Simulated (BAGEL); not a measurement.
# CH5BClN (SMILES CNBCl): RI-MP2/def2-SVP (density fitting with qzvpp-jkfit)

Aim: the energy change on altering one bond length of CH5BClN at RI-MP2/def2-SVP (density fitting with qzvpp-jkfit), from 2 runs. 

Program for the calculation: BAGEL 1.2.2.

3 further runs of the same task are left out: 1 that didn't finish, 2 set aside as unsound or not needed.

**1. The structure to begin with**

CH5BClN has 9 atoms, charge 0, and is taken as a singlet. SMILES: `CNBCl`. The shape is that of a PBE0-D4/def2-TZVP optimisation. This is one conformer, not always the lowest.

Bond lengths: C1–N2 1.445 Å, N2–B3 1.381 Å, B3–Cl4 1.771 Å, C1–H5 1.094 Å, C1–H6 1.094 Å, C1–H7 1.090 Å, N2–H8 1.009 Å, B3–H9 1.192 Å. Some angles: C1–N2–B3 126.0°, N2–B3–Cl4 119.6°, C1–N2–H8 115.0°, B3–N2–H8 119.0°, N2–C1–H5 111.4°, N2–C1–H6 111.4°, N2–C1–H7 109.2°, N2–B3–H9 121.5°, Cl4–B3–H9 118.9°, H5–C1–H6 108.3°.

**2. The energy at RI-MP2/def2-SVP (density fitting with qzvpp-jkfit)**

input.json

```json
{ "bagel": [

{
  "title": "molecule",
  "basis": "svp",
  "df_basis": "qzvpp-jkfit",
  "angstrom": "true",
  "geometry": [
    { "atom": "C", "xyz": [       0.510100,       0.482100,      -0.973400 ] },
    { "atom": "N", "xyz": [      -0.407900,      -0.226000,      -0.111700 ] },
    { "atom": "B", "xyz": [      -0.261100,      -0.415200,       1.248200 ] },
    { "atom": "Cl", "xyz": [      -1.495300,      -1.314500,       2.144800 ] },
    { "atom": "H", "xyz": [       0.907000,      -0.170400,      -1.756500 ] },
    { "atom": "H", "xyz": [       0.027900,       1.338900,      -1.452800 ] },
    { "atom": "H", "xyz": [       1.346700,       0.849900,      -0.380000 ] },
    { "atom": "H", "xyz": [      -1.220500,      -0.605500,      -0.573900 ] },
    { "atom": "H", "xyz": [       0.681600,       0.014200,       1.838200 ] }
  ]
},

{ "title": "hf" },

{ "title": "mp2", "ncore": 8 }

]}
```

Command:

```console
$ BAGEL_NUM_THREADS=1 BAGEL input.json > input.out
```

The log of the run:

```text
* using 1 threads per process

  ===============================================================
  ===============================================================

  *** Geometry ***

  { "atom" : "C", "xyz" : [      0.963949,      0.911037,     -1.839459 ] },
  { "atom" : "N", "xyz" : [     -0.770819,     -0.427078,     -0.211082 ] },
  { "atom" : "B", "xyz" : [     -0.493407,     -0.784614,      2.358756 ] },
  { "atom" : "Cl", "xyz" : [     -2.825707,     -2.484045,      4.053085 ] },
  { "atom" : "H", "xyz" : [      1.713982,     -0.322009,     -3.319304 ] },
  { "atom" : "H", "xyz" : [      0.052723,      2.530154,     -2.745394 ] },
  { "atom" : "H", "xyz" : [      2.544894,      1.606078,     -0.718096 ] },
  { "atom" : "H", "xyz" : [     -2.306411,     -1.144229,     -1.084514 ] },
  { "atom" : "H", "xyz" : [      1.288037,      0.026834,      3.473695 ] },

  Number of auxiliary basis functions:      445

  Since a DF basis is specified, we compute 2- and 3-index integrals:
    o Being stored without compression. Storage requirement is 0.026 GB

  Number of basis functions:       85
  Number of electrons      :       40

    * METHOD: MOLECULE                             0.20

  *** RHF ***

  === Nuclear Repulsion ===
   139.5267325477

      * DIIS with orbital gradients will be used.

  === RHF iteration (svp) ===
      0       -579.13519589          0.01490722           0.05
      1       -579.23547969          0.00850624           0.05
      2       -579.26361307          0.00148783           0.05
      3       -579.26507377          0.00025099           0.05
      4       -579.26511478          0.00005921           0.05
      5       -579.26511775          0.00001662           0.05
      6       -579.26511808          0.00000604           0.05
      7       -579.26511812          0.00000152           0.05
      8       -579.26511812          0.00000039           0.05
      9       -579.26511812          0.00000012           0.05
     10       -579.26511812          0.00000004           0.05
     11       -579.26511812          0.00000002           0.05
     12       -579.26511812          0.00000000           0.05
    * SCF iteration converged.

    * Permanent dipole moment:
           (   -0.307398,    -0.384071,     1.016002) a.u.

    * METHOD: HF                                   0.81

  *** RHF ***

  === Nuclear Repulsion ===
   139.5267325477

      * DIIS with orbital gradients will be used.

  === RHF iteration (svp) ===
      0       -579.26511812          0.00000000           0.05
    * SCF iteration converged.

    * Permanent dipole moment:
           (   -0.307398,    -0.384071,     1.016002) a.u.

  === DF-MP2 calculation ===

    * freezing 8 orbitals
    * 3-index integral transformation done
    * assembly done

      MP2 correlation energy:   -0.5311236931      0.03

      MP2 total energy:       -579.7962418164

    * METHOD: MP2                                  0.15

  ===============================================================
```

It took 1.3 s on 1 thread of Arm Neoverse V1, shared host; peak memory 0.11 GiB.

**3. The distorted shape at the same level**

input.json

```json
{ "bagel": [

{
  "title": "molecule",
  "basis": "svp",
  "df_basis": "qzvpp-jkfit",
  "angstrom": true,
  "geometry": [
    { "atom": "C", "xyz": [       0.488085,       0.510473,      -1.177338 ] },
    { "atom": "N", "xyz": [      -0.429915,      -0.197627,      -0.315638 ] },
    { "atom": "B", "xyz": [      -0.261100,      -0.415200,       1.248200 ] },
    { "atom": "Cl", "xyz": [      -1.495300,      -1.314500,       2.144800 ] },
    { "atom": "H", "xyz": [       0.884985,      -0.142027,      -1.960438 ] },
    { "atom": "H", "xyz": [       0.005885,       1.367273,      -1.656738 ] },
    { "atom": "H", "xyz": [       1.324685,       0.878273,      -0.583938 ] },
    { "atom": "H", "xyz": [      -1.242515,      -0.577127,      -0.777838 ] },
    { "atom": "H", "xyz": [       0.681600,       0.014200,       1.838200 ] }
  ]
},

{
  "title": "hf",
  "charge": 0
},

{
  "title": "mp2",
  "charge": 0,
  "ncore": 8
}

]}
```

Command:

```console
$ BAGEL_NUM_THREADS=1 BAGEL input.json > input.out
```

The log of the run:

```text
* using 1 threads per process

  ===============================================================
  ===============================================================

  *** Geometry ***

  { "atom" : "C", "xyz" : [      0.922347,      0.964654,     -2.224846 ] },
  { "atom" : "N", "xyz" : [     -0.812422,     -0.373461,     -0.596469 ] },
  { "atom" : "B", "xyz" : [     -0.493407,     -0.784614,      2.358756 ] },
  { "atom" : "Cl", "xyz" : [     -2.825707,     -2.484045,      4.053085 ] },
  { "atom" : "H", "xyz" : [      1.672379,     -0.268392,     -3.704691 ] },
  { "atom" : "H", "xyz" : [      0.011121,      2.583772,     -3.130781 ] },
  { "atom" : "H", "xyz" : [      2.503292,      1.659695,     -1.103483 ] },
  { "atom" : "H", "xyz" : [     -2.348013,     -1.090612,     -1.469901 ] },
  { "atom" : "H", "xyz" : [      1.288037,      0.026834,      3.473695 ] },

  Number of auxiliary basis functions:      445

  Since a DF basis is specified, we compute 2- and 3-index integrals:
    o Being stored without compression. Storage requirement is 0.026 GB

  Number of basis functions:       85
  Number of electrons      :       40

    * METHOD: MOLECULE                             0.19

  *** RHF ***

  === Nuclear Repulsion ===
   134.6024559042

      * DIIS with orbital gradients will be used.

  === RHF iteration (svp) ===
      0       -579.10404413          0.01496126           0.05
      1       -579.20152218          0.00941225           0.05
      2       -579.23758347          0.00154404           0.05
      3       -579.23930031          0.00028843           0.05
      4       -579.23935480          0.00007122           0.05
      5       -579.23935905          0.00002005           0.05
      6       -579.23935955          0.00000718           0.05
      7       -579.23935962          0.00000186           0.05
      8       -579.23935962          0.00000060           0.05
      9       -579.23935962          0.00000023           0.05
     10       -579.23935962          0.00000010           0.05
     11       -579.23935962          0.00000003           0.05
     12       -579.23935962          0.00000001           0.05
     13       -579.23935962          0.00000000           0.05
    * SCF iteration converged.

    * Permanent dipole moment:
           (   -0.259356,    -0.278406,     0.631115) a.u.

    * METHOD: HF                                   0.85

  *** RHF ***

  === Nuclear Repulsion ===
   134.6024559042

      * DIIS with orbital gradients will be used.

  === RHF iteration (svp) ===
      0       -579.23935962          0.00000000           0.05
    * SCF iteration converged.

    * Permanent dipole moment:
           (   -0.259356,    -0.278406,     0.631115) a.u.

  === DF-MP2 calculation ===

    * freezing 8 orbitals
    * 3-index integral transformation done
    * assembly done

      MP2 correlation energy:   -0.5336629228      0.03

      MP2 total energy:       -579.7730225457

    * METHOD: MP2                                  0.14

  ===============================================================
```

It took 1.3 s on 1 thread of Arm Neoverse V1, shared host; peak memory 0.11 GiB.

**4. Summary of results**

At RI-MP2/def2-SVP (density fitting with qzvpp-jkfit), 8 core orbitals frozen:

| quantity | value |
| --- | --- |
| first shape: total energy | -579.79624 Eh |
| first shape: correlation energy (8 core orbitals frozen) | -531.1 mEh |
| distorted shape: total energy | -579.77302 Eh |
| distorted shape: correlation energy (8 core orbitals frozen) | -533.7 mEh |
| energy change with the N2–B3 bond stretched from 1.381 to 1.588 Å | 0.632 eV |

With the N2–B3 bond stretched from 1.381 to 1.588 Å the energy rises by 0.63 eV (61.0 kJ/mol). The first shape isn't relaxed at this level, so the change isn't measured from a minimum.
